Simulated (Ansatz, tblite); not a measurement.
# The cluster Te5Pb4: isomers from a random search

One table from this session's results is given with a row withheld; the runs are named, their logs left out.

Method: relaxed with PBE-D4/def2-SVP, singlet; program: Ansatz 0.2.0, Gaussian basis.

7 further runs of the same task are left out: 5 that didn't finish, 2 set aside as unsound or not needed.

## The starting structure

9 atoms, charge 0, spin multiplicity 1.

Atoms are counted from 1 here; the program's logs count them from 0.

Bond lengths: Pb1–Te6 2.950 Å, Pb1–Te7 2.946 Å, Pb1–Te8 2.946 Å, Pb2–Te6 2.949 Å, Pb2–Te8 2.916 Å, Pb2–Te9 2.945 Å, Pb3–Te6 2.948 Å, Pb3–Te7 2.915 Å, Pb3–Te9 2.945 Å, Pb4–Te5 2.897 Å, Pb4–Te7 2.931 Å, Pb4–Te8 2.931 Å, Te5–Te9 2.707 Å. Angles: Te6–Pb1–Te7 88.7°, Te6–Pb1–Te8 88.5°, Te7–Pb1–Te8 87.2°, Te6–Pb2–Te8 89.1°, Te6–Pb2–Te9 86.8°, Te8–Pb2–Te9 97.7°, Te6–Pb3–Te7 89.3°, Te6–Pb3–Te9 86.8°, Te7–Pb3–Te9 97.6°, Te5–Pb4–Te7 97.0°, Te5–Pb4–Te8 97.1°, Te7–Pb4–Te8 87.7°, Pb4–Te5–Te9 103.2°, Pb1–Te6–Pb2 90.8°, Pb1–Te6–Pb3 90.6°, Pb2–Te6–Pb3 92.4°, Pb1–Te7–Pb3 91.3°, Pb1–Te7–Pb4 88.8° and more.

As a file:

```xyz
9

Pb    1.5064   -2.1358    1.1565
Pb   -1.9646    0.1444    1.7745
Pb   -0.9731   -1.2747   -2.1119
Pb    2.2213    1.7275   -0.0592
Te   -0.0969    3.0848   -1.1443
Te   -1.3619   -2.4712    0.5542
Te    1.8308   -0.8179   -1.4586
Te    0.8861    0.5261    2.2564
Te   -2.0481    1.2167   -0.9676
```

Pb, Te take a core potential in the def2 sets. No spin-orbit coupling is included.

A search from random starts with GFN1-xTB found 23 distinct shapes; 2 go on here. The structure above is candidate A, which lies 0.00 eV above the lowest at that level; B lies 2.02 eV above the lowest at that level.

Set-up of the first run:

in.yaml

```yaml
crystal:
  periodic: [false, false, false]
  atoms:
    - {symbol: Pb, position_ang: [1.506380, -2.135830, 1.156480]}
    - {symbol: Pb, position_ang: [-1.964590, 0.144450, 1.774510]}
    - {symbol: Pb, position_ang: [-0.973070, -1.274670, -2.111850]}
    - {symbol: Pb, position_ang: [2.221270, 1.727540, -0.059250]}
    - {symbol: Te, position_ang: [-0.096920, 3.084810, -1.144340]}
    - {symbol: Te, position_ang: [-1.361870, -2.471220, 0.554210]}
    - {symbol: Te, position_ang: [1.830830, -0.817900, -1.458550]}
    - {symbol: Te, position_ang: [0.886100, 0.526110, 2.256360]}
    - {symbol: Te, position_ang: [-2.048130, 1.216700, -0.967580]}
basis:
  gaussian: {orbitals: def2-SVP}
hamiltonian: {xc: pbe, dispersion: d4}
scf: {lower_state_search: "off"}
output: {orbitals: {seedname: orbitals}}
relax: {f_tol: 0.03, max_steps: 70}
```

Started as:

```bash
$ ansatz run in.yaml --threads 4 --pin off --events-out ev --progress --plain --max-ram 6963MiB
```

Steps of the session up to this table: Relaxing candidate A; Relaxing candidate B; Candidate B, PBE0-D4/def2-SVP; Candidate B, PBE-D4/def2-SVP; Candidate B, r2SCAN-D4/def2-SVP.

One of the session's tables, all rows but one given; the rest of the session is left out.

It belongs to the step «B against A». 

```
             level  B above A (kJ/mol)
          GFN1-xTB              +194.2
          GFN2-xTB              +150.9
   PBE-D4/def2-SVP               +91.0
r2SCAN-D4/def2-SVP               +88.1
  PBE0-D4/def2-SVP                   ?
```

Estimate the missing values for PBE0-D4/def2-SVP.

The run gave: B above A (kJ/mol): +97.0. In the column «B above A (kJ/mol)» it lies between PBE-D4/def2-SVP (+91.0) and GFN2-xTB (+150.9).

To keep in mind: A random search of this size may have missed the true lowest shape. Only singlets are compared; another spin may lie lower and prefer another shape.
